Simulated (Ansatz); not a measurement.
**SiBrF: ionisation energy by level of theory**

Aim: the vertical ionisation energy of SiBrF, as cation minus neutral at the neutral's geometry, on several levels, and how well −ε(HOMO) stands in for it.

Computed with Ansatz 0.2.0, Gaussian basis. Level: unrestricted cation, the program's frozen cores in correlated methods.

The runs, in order: UKS PBE-D4/def2-TZVPP; UKS r2SCAN-D4/def2-TZVPP; UKS PBE0-D4/def2-TZVPP; UKS B3LYP-D4/def2-TZVPP; UKS wB97X-V/def2-TZVPP; UKS wB97M-V/def2-TZVPP; UKS B2PLYP/def2-TZVPP; UHF-CCSD(T)/def2-TZVPP; UHF-MP2/def2-QZVPP; extrapolation to the limit; then −ε(HOMO) from the neutral's earlier runs with LDA (SPW92), PBE-D4, revPBE-D4, BLYP-D4, r2SCAN-D4, B97M-V, PBE0-D4, B3LYP-D4, r2SCANh-D4, r2SCAN0-D4, HSE06-D4, BHLYP-D4, CAM-B3LYP-D4, LC-ωPBE, ωB97X-V, ωB97M-V.

### Step 1. The relaxed structure

An earlier PBE0-D4 in a triple-zeta def2 set relaxation fixed the geometry.

SMILES `F[Si]Br`, 3 atoms, charge 0, spin multiplicity 1.

Atoms are counted from 1 here; the program's logs count them from 0.

Bond lengths: F1–Si2 1.603 Å, Si2–Br3 2.255 Å. Angles: F1–Si2–Br3 100.7°.

Coordinates:

```xyz
3
BrFSi
F     0.3468    1.3107    0.3237
Si   -0.6978    0.2971   -0.3466
Br    0.3400   -1.6726    0.0096
```

### Step 2. Cation, UKS PBE-D4/def2-TZVPP

Contents of in.yaml:

```yaml
crystal:
  periodic: [false, false, false]
  atoms:
    - {symbol: F, position_ang: [0.346845, 1.310735, 0.323729]}
    - {symbol: Si, position_ang: [-0.697849, 0.297052, -0.346606]}
    - {symbol: Br, position_ang: [0.340005, -1.672587, 0.009576]}
basis:
  gaussian: {orbitals: def2-TZVPP}
total_charge: 1
magnetization: {spin_polarized: true, initial_magnetization: 1}
hamiltonian: {xc: pbe, dispersion: d4}
```

Launch:

```
ansatz run in.yaml --threads 4 --pin off --events-out ev --progress --plain --max-ram 10444MiB
```

What it wrote:

```text
Functional definition: PBE
  name "PBE"
  cite "Perdew, Burke & Ernzerhof, Phys. Rev. Lett. 77, 3865 (1996) doi:10.1103/PhysRevLett.77.3865"
  parent pbe
  parameter kappa = 0.804
  parameter beta = 0.06672455060314922
  exchange = pbe_x(kappa = kappa, mu = beta*pi^2/3)
  correlation = pbe_c(beta = beta)
820 factors; their error is unknown
mean field evaluation 1: about -80606.1056 eV, gradient 6.1e1 eV
mean field evaluation 2: about -80400.0601 eV, gradient 1.8e2 eV
mean field evaluation 4: about -80610.3309 eV, gradient 3.5e1 eV
mean field evaluation 8: about -80617.3853 eV, gradient 5.4e-1 eV
mean field evaluation 16: about -80617.3506 eV, gradient 4.2e-4 eV
mean field evaluation 32: about -80615.5953 eV, gradient 4.3e0 eV
mean field -80617.35059933 eV, -2962.6329901226 hartree, gradient 7.9e-5 eV, S^2 0.754618; 4 other end points of the search recorded, 0 dependent functions left out
reference -80617.35062919 eV, -2962.6329912198 hartree; 29, 28 occupied and 92, 93 virtual orbitals, 820 factors
Total energy: -80617.41451513 eV, -2962.6353389847 hartree
```

It took 3.7 s on 4 threads of Arm Neoverse V1, shared host.

The neutral molecule at this level: -80627.3553 eV. Difference: 9.941 eV. ⟨S²⟩ = 0.755.

### Step 3. Cation, UKS r2SCAN-D4/def2-TZVPP

Changes to in.yaml since step 2:

```diff
@@ -10,2 +10,2 @@
 magnetization: {spin_polarized: true, initial_magnetization: 1}
-hamiltonian: {xc: pbe, dispersion: d4}
+hamiltonian: {xc: r2scan, dispersion: d4}
```

The command is unchanged.

What it wrote, shortened:

```text
Functional definition: r2SCAN
  name "r2SCAN"
  cite "Furness, Kaplan, Ning, Perdew & Sun, J. Phys. Chem. Lett. 11, 8208 (2020) doi:10.1021/acs.jpclett.0c02405"
  cite "Furness, Kaplan, Ning, Perdew & Sun, J. Phys. Chem. Lett. 11, 9248 (2020) doi:10.1021/acs.jpclett.0c03077"
  parent r2scan
[...]
820 factors; their error is unknown
[...]
mean field -80632.03008648 eV, -2963.1724513253 hartree, gradient 2.5e-5 eV, S^2 0.759564; 4 other end points of the search recorded, 0 dependent functions left out
reference -80632.03009708 eV, -2963.1724517145 hartree; 29, 28 occupied and 92, 93 virtual orbitals, 820 factors
Total energy: -80632.04266828 eV, -2963.1729136979 hartree
```

Run time: 13 s. Hardware: 4 threads of Arm Neoverse V1, shared host; peak memory 0.28 GiB.

Less the neutral's -80642.0153 eV (earlier run), this gives 9.973 eV. ⟨S²⟩ = 0.760.

### Step 4. Cation, UKS PBE0-D4/def2-TZVPP

Changes to in.yaml since step 3:

```diff
@@ -10,2 +10,2 @@
 magnetization: {spin_polarized: true, initial_magnetization: 1}
-hamiltonian: {xc: r2scan, dispersion: d4}
+hamiltonian: {xc: pbe0, dispersion: d4}
```

Launched as before.

What it wrote:

```text
Functional definition: PBE0
  name "PBE0"
  cite "Adamo & Barone, J. Chem. Phys. 110, 6158 (1999) doi:10.1063/1.478522"
  cite "Perdew, Burke & Ernzerhof, Phys. Rev. Lett. 77, 3865 (1996) doi:10.1103/PhysRevLett.77.3865"
  parent pbe
  parameter a = 0.25
  parameter kappa = 0.804
  parameter beta = 0.06672455060314922
  exchange = (1 - a)*pbe_x(kappa = kappa, mu = beta*pi^2/3) + a*exact_x
  correlation = pbe_c(beta = beta)
860 factors; their error is unknown
mean field evaluation 1: about -80610.7142 eV, gradient 5.4e1 eV
mean field evaluation 2: about -80515.2828 eV, gradient 1.6e2 eV
mean field evaluation 4: about -80618.9363 eV, gradient 1.3e1 eV
mean field evaluation 8: about -80619.7209 eV, gradient 7.3e-2 eV
mean field evaluation 16: about -80620.1831 eV, gradient 3.4e-4 eV
mean field -80620.18306159 eV, -2962.7370811905 hartree, gradient 2.0e-5 eV, S^2 0.759374; 2 other end points of the search recorded, 0 dependent functions left out
reference -80620.18308423 eV, -2962.7370820227 hartree; 29, 28 occupied and 92, 93 virtual orbitals, 860 factors
Total energy: -80620.23654814 eV, -2962.7390467850 hartree
```

Wall time 2.2 s (4 threads of Arm Neoverse V1, shared host); peak memory 0.29 GiB.

The neutral molecule at this level: -80630.3302 eV. Difference: 10.094 eV. ⟨S²⟩ = 0.759.

### Step 5. Cation, UKS B3LYP-D4/def2-TZVPP

Changes to in.yaml since step 4:

```diff
@@ -10,2 +10,2 @@
 magnetization: {spin_polarized: true, initial_magnetization: 1}
-hamiltonian: {xc: pbe0, dispersion: d4}
+hamiltonian: {xc: {name: B3LYP}, dispersion: d4}
```

The command is unchanged.

What it wrote, shortened:

```text
Functional definition: B3LYP
  name "B3LYP"
  cite "Stephens, Devlin, Chabalowski & Frisch, J. Phys. Chem. 98, 11623 (1994) doi:10.1021/j100096a001"
  cite "Becke, Phys. Rev. A 38, 3098 (1988) doi:10.1103/PhysRevA.38.3098"
  cite "Lee, Yang & Parr, Phys. Rev. B 37, 785 (1988) doi:10.1103/PhysRevB.37.785"
  cite "Vosko, Wilk & Nusair, Can. J. Phys. 58, 1200 (1980) doi:10.1139/p80-159"
[...]
860 factors; their error is unknown
[...]
mean field -80635.48016452 eV, -2963.2992393548 hartree, gradient 1.6e-5 eV, S^2 0.757131; 4 other end points of the search recorded, 0 dependent functions left out
reference -80635.48035738 eV, -2963.2992464421 hartree; 29, 28 occupied and 92, 93 virtual orbitals, 860 factors
Total energy: -80635.58714616 eV, -2963.3031708574 hartree
```

Wall time 2.8 s (4 threads of Arm Neoverse V1, shared host); peak memory 0.29 GiB.

Less the neutral's -80645.7438 eV (earlier run), this gives 10.157 eV. ⟨S²⟩ = 0.757.

### Step 6. Cation, UKS wB97X-V/def2-TZVPP

Changes to in.yaml since step 5:

```diff
@@ -10,2 +10,2 @@
 magnetization: {spin_polarized: true, initial_magnetization: 1}
-hamiltonian: {xc: {name: B3LYP}, dispersion: d4}
+hamiltonian: {xc: {name: wB97X-V}}
```

The command is unchanged.

What it wrote, shortened:

```text
Functional definition: wB97X-V
  name "wB97X-V"
  cite "Mardirossian & Head-Gordon, Phys. Chem. Chem. Phys. 16, 9904 (2014) doi:10.1039/C3CP54374A"
  cite "Becke, J. Chem. Phys. 107, 8554 (1997) doi:10.1063/1.475007"
  cite "Vydrov & Van Voorhis, J. Chem. Phys. 133, 244103 (2010) doi:10.1063/1.3521275"
[...]
      + integral(e_c_pw_opposite_spin*poly(b97_u_opposite, cos0, cos1)) + vv10(b, c)
860 factors; their error is unknown
130 factors; integrals over basis functions are off by at most 6.5e-5 eV
[...]
mean field -80625.37146394 eV, -2962.9277514601 hartree, gradient 3.8e-5 eV, S^2 0.761912; 3 other end points of the search recorded, 0 dependent functions left out
reference -80625.37146287 eV, -2962.9277514210 hartree; 29, 28 occupied and 92, 93 virtual orbitals, 860 factors
Total energy: -80625.37146287 eV, -2962.9277514210 hartree
```

Wall time 6 s (4 threads of Arm Neoverse V1, shared host); peak memory 0.4 GiB.

Less the neutral's -80635.5663 eV (earlier run), this gives 10.195 eV. ⟨S²⟩ = 0.762.

### Step 7. Cation, UKS wB97M-V/def2-TZVPP

Changes to in.yaml since step 6:

```diff
@@ -10,2 +10,2 @@
 magnetization: {spin_polarized: true, initial_magnetization: 1}
-hamiltonian: {xc: {name: wB97X-V}}
+hamiltonian: {xc: {name: wB97M-V}}
```

The command is unchanged.

What it wrote, shortened:

```text
Functional definition: wB97M-V
  name "wB97M-V"
  cite "Mardirossian & Head-Gordon, J. Chem. Phys. 144, 214110 (2016) doi:10.1063/1.4952647"
  cite "Becke, J. Chem. Phys. 107, 8554 (1997) doi:10.1063/1.475007"
  cite "Vydrov & Van Voorhis, J. Chem. Phys. 133, 244103 (2010) doi:10.1063/1.3521275"
  # Of w^i u^j: cxij and so on, Table III.
[...]
  gx(w, u) = 1 - cx + cx01*u + cx10*w
  gss(w, u) = css00 + css04*u^4 + css10*w + css20*w^2 + css43*w^4*u^3
  gos(w, u) = cos00 + cos10*w + (cos20 + cos21*u)*w^2 + (cos60 + cos61*u)*w^6
[...]
      + integral(e_c_pw_mod_opposite_spin*gos(b97_w_opposite, b97_u_opposite)) + vv10(b, c)
855 factors; their error is unknown
130 factors; integrals over basis functions are off by at most 6.5e-5 eV
[...]
mean field -80629.27261231 eV, -2963.0711160184 hartree, gradient 3.7e-5 eV, S^2 0.758432; 3 other end points of the search recorded, 0 dependent functions left out
reference -80629.27264685 eV, -2963.0711172878 hartree; 29, 28 occupied and 92, 93 virtual orbitals, 855 factors
Total energy: -80629.27264685 eV, -2963.0711172878 hartree
```

Wall time 8.5 s (4 threads of Arm Neoverse V1, shared host); peak memory 0.44 GiB.

Less the neutral's -80639.4812 eV (earlier run), this gives 10.209 eV. ⟨S²⟩ = 0.758.

### Step 8. Cation, UKS B2PLYP (frozen core)/def2-TZVPP

Changes to in.yaml since step 7:

```diff
@@ -10,2 +10,2 @@
 magnetization: {spin_polarized: true, initial_magnetization: 1}
-hamiltonian: {xc: {name: wB97M-V}}
+hamiltonian: {xc: {name: B2PLYP}}
```

Same command.

What it wrote, shortened:

```text
Functional definition: B2PLYP
  name "B2PLYP"
  cite "Grimme, J. Chem. Phys. 124, 034108 (2006) doi:10.1063/1.2148954"
  cite "Becke, Phys. Rev. A 38, 3098 (1988) doi:10.1103/PhysRevA.38.3098"
  cite "Lee, Yang & Parr, Phys. Rev. B 37, 785 (1988) doi:10.1103/PhysRevB.37.785"
[...]
785 factors; integrals over basis functions are off by at most 1.1e-3 eV
[...]
mean field -80613.96215004 eV, -2962.5084669079 hartree, gradient 3.5e-6 eV, S^2 0.767348; 6 other end points of the search recorded, 0 dependent functions left out
15 core orbitals not correlated: weight in the atoms' cores, before any rotation towards them, 1.000 or more for the frozen orbitals, at most 0.000 for the correlated occupied ones
reference -80613.96227273 eV, -2962.5084714168 hartree; 14, 13 occupied and 92, 93 virtual orbitals, 785 factors
second order -19.46051023 eV of doubles, -0.00000000 eV of singles
Total energy: -80619.21661050 eV, -2962.7015647680 hartree
```

Run time: 5.5 s. Hardware: 4 threads of Arm Neoverse V1, shared host; peak memory 0.39 GiB.

Less the neutral's -80629.3090 eV (earlier run), this gives 10.092 eV. ⟨S²⟩ = 0.767.

### Step 9. Cation, UHF-CCSD(T)/def2-TZVPP

Changes to in.yaml since step 8:

```diff
@@ -10,2 +10,3 @@
 magnetization: {spin_polarized: true, initial_magnetization: 1}
-hamiltonian: {xc: {name: B2PLYP}}
+correlation: {method: ccsd_t}
+scf: {omitted_lower_state_checks: [cluster_reference]}
```

Same command.

What it wrote, shortened:

```text
Functional definition: HF
  name "HF"
  cite "Fock, Z. Phys. 61, 126 (1930) doi:10.1007/BF01340294"
  parent pbe
[...]
785 factors; integrals over basis functions are off by at most 1.1e-3 eV
[...]
mean field -80561.46490952 eV, -2960.5792289028 hartree, gradient 2.2e-6 eV, S^2 0.786106; 11 other end points of the search recorded, 0 dependent functions left out
15 core orbitals not correlated: weight in the atoms' cores, before any rotation towards them, 1.000 or more for the frozen orbitals, at most 0.000 for the correlated occupied ones
reference -80561.46490952 eV, -2960.5792289028 hartree; 14, 13 occupied and 92, 93 virtual orbitals, 785 factors
second order -16.08696229 eV of doubles, -0.00000000 eV of singles
cycle   1  -15.88604884 eV  change    2.0e-1 eV  update   1.0e-1
[...]
cycle  14  -16.39892021 eV  change   -1.8e-5 eV  update   2.6e-5
perturbative correction -0.61568057 eV, -0.0226258436 hartree
Total energy: -80578.47951030 eV, -2961.2045039483 hartree
Checks for a lower state left out: cluster_reference
```

Wall time 17 s (4 threads of Arm Neoverse V1, shared host); peak memory 0.82 GiB.

The neutral molecule at this level: -80588.6436 eV. Difference: 10.164 eV. ⟨S²⟩ = 0.786. T1 = 0.019 (report).

### Step 10. Cation, UHF-MP2/def2-QZVPP

Changes to in.yaml since step 9:

```diff
@@ -7,6 +7,6 @@
 basis:
-  gaussian: {orbitals: def2-TZVPP}
+  gaussian: {orbitals: "def2-QZVPP.json"}
 total_charge: 1
 magnetization: {spin_polarized: true, initial_magnetization: 1}
-correlation: {method: ccsd_t}
+correlation: {method: mp2}
 scf: {omitted_lower_state_checks: [cluster_reference]}
```

Same command.

What it wrote, shortened:

```text
Functional definition: HF
  name "HF"
  cite "Fock, Z. Phys. 61, 126 (1930) doi:10.1007/BF01340294"
  parent pbe
[...]
1376 factors; integrals over basis functions are off by at most 5.4e-4 eV
[...]
mean field -80563.18739022 eV, -2960.6425289007 hartree, gradient 9.1e-6 eV, S^2 0.786408; 8 other end points of the search recorded, 0 dependent functions left out
15 core orbitals not correlated: weight in the atoms' cores, before any rotation towards them, 1.000 or more for the frozen orbitals, at most 0.000 for the correlated occupied ones
reference -80563.18739022 eV, -2960.6425289007 hartree; 14, 13 occupied and 187, 188 virtual orbitals, 1376 factors
second order -25.52595646 eV of doubles, -0.00000000 eV of singles
Total energy: -80588.71334668 eV, -2961.5805904985 hartree
Checks for a lower state left out: cluster_reference
```

Wall time 20 s (4 threads of Arm Neoverse V1, shared host); peak memory 0.69 GiB.

### Step 11. Extrapolating to the complete basis

No new run: Hartree-Fock is extrapolated as exp(−7.88√X) and correlation as X^−2.97, with X = 3 and 4; only MP2 was run in the larger set, so CCSD(T) minus MP2 is added from the smaller one.

| level | energy at the limit (eV) |
| --- | --- |
| HF | -80563.4246 |
| MP2 | -80595.9424 |
| CCSD | -80596.2544 |
| CCSD(T) | -80596.8701 |

This is no true limit for total energies: MP2 correlation changes by a factor of 1.59 from triple to quadruple zeta (about 1.07 in light molecules), because outer-core shells are correlated in sets not made for them. Much of that cancels between molecule and atoms or ions.

The neutral's limit, from its own earlier runs, is -80607.2266 eV in the additive form (MP2 limit plus CCSD(T) minus MP2 in triple zeta), in which the cation has -80596.8701 eV.

### Step 12. Ionisation energies side by side

Differences are taken before rounding.

| method | ionisation energy (eV) | from CCSD(T)/CBS (eV) | time |
| --- | --- | --- | --- |
| PBE-D4 | 9.94 | -0.42 | 4.5 s |
| r2SCAN-D4 | 9.97 | -0.38 | 15 s |
| PBE0-D4 | 10.09 | -0.26 | 3.1 s |
| B3LYP-D4 | 10.16 | -0.20 | 3.9 s |
| ωB97X-V | 10.19 | -0.16 | 8.1 s |
| ωB97M-V | 10.21 | -0.15 | 12 s |
| B2PLYP | 10.09 | -0.26 | 7 s |
| HF/def2-TZVPP | 9.36 | -1.00 |  |
| MP2/def2-TZVPP | 10.12 | -0.24 |  |
| CCSD/def2-TZVPP | 10.17 | -0.18 |  |
| CCSD(T)/def2-TZVPP | 10.16 | -0.19 | 20 s |
| CCSD(T)/CBS | 10.36 | 0 | 67 s |

Among the levels timed on like hardware and quicker than the yardstick, those that no quicker one beats, quickest first: PBE0-D4 (3.1 s, -0.26 eV); B3LYP-D4 (3.9 s, -0.20 eV); ωB97X-V (8.1 s, -0.16 eV); ωB97M-V (12 s, -0.15 eV).

Times add the cation's run and the neutral's; HF, MP2 and CCSD come out of the CCSD(T) runs.

Orbital estimates, from the neutral's runs:

| functional | −ε(HOMO) (eV) | by energy difference (eV) |
| --- | --- | --- |
| LDA (SPW92) | 6.87 |  |
| PBE-D4 | 6.72 | 9.94 |
| revPBE-D4 | 6.67 |  |
| BLYP-D4 | 6.59 |  |
| r2SCAN-D4 | 6.96 | 9.97 |
| B97M-V | 7.01 |  |
| PBE0-D4 | 7.84 | 10.09 |
| B3LYP-D4 | 7.64 | 10.16 |
| r2SCANh-D4 | 7.37 |  |
| r2SCAN0-D4 | 7.98 |  |
| HSE06-D4 | 7.44 |  |
| BHLYP-D4 | 8.83 |  |
| CAM-B3LYP-D4 | 9.10 |  |
| LC-ωPBE | 10.36 |  |
| ωB97X-V | 10.04 | 10.19 |
| ωB97M-V | 9.88 | 10.21 |

### Step 13. Summary of results

```
                        quantity               value
  ionisation energy, CCSD(T)/CBS            10.36 eV
nearest functional by difference  ωB97M-V (-0.15 eV)
                nearest −ε(HOMO)  LC-ωPBE (+0.00 eV)
                 −ε(HOMO) of PBE             6.72 eV
                T1 of the cation               0.019
```

What this shows: Energy differences with functionals land within 0.42 eV of the reference. −ε(HOMO) of PBE misses by 3.6 eV, since self-interaction lifts the level. Among orbital estimates LC-ωPBE comes nearest. Hartree-Fock falls 1.00 eV short, as the neutral has more correlation energy than the cation. Correlated methods include outer-core shells of Br, which these sets cover unevenly. With outer-core shells in play the reference is unsure by up to some tenths of an eV, so close misses can't be ranked.

ωB97M-V reaches 0.15 eV from the reference in 12 s, where CCSD(T)/CBS took 67 s; the quickest level in the cost chart, PBE0-D4, takes 3.1 s and misses by 0.26 eV.
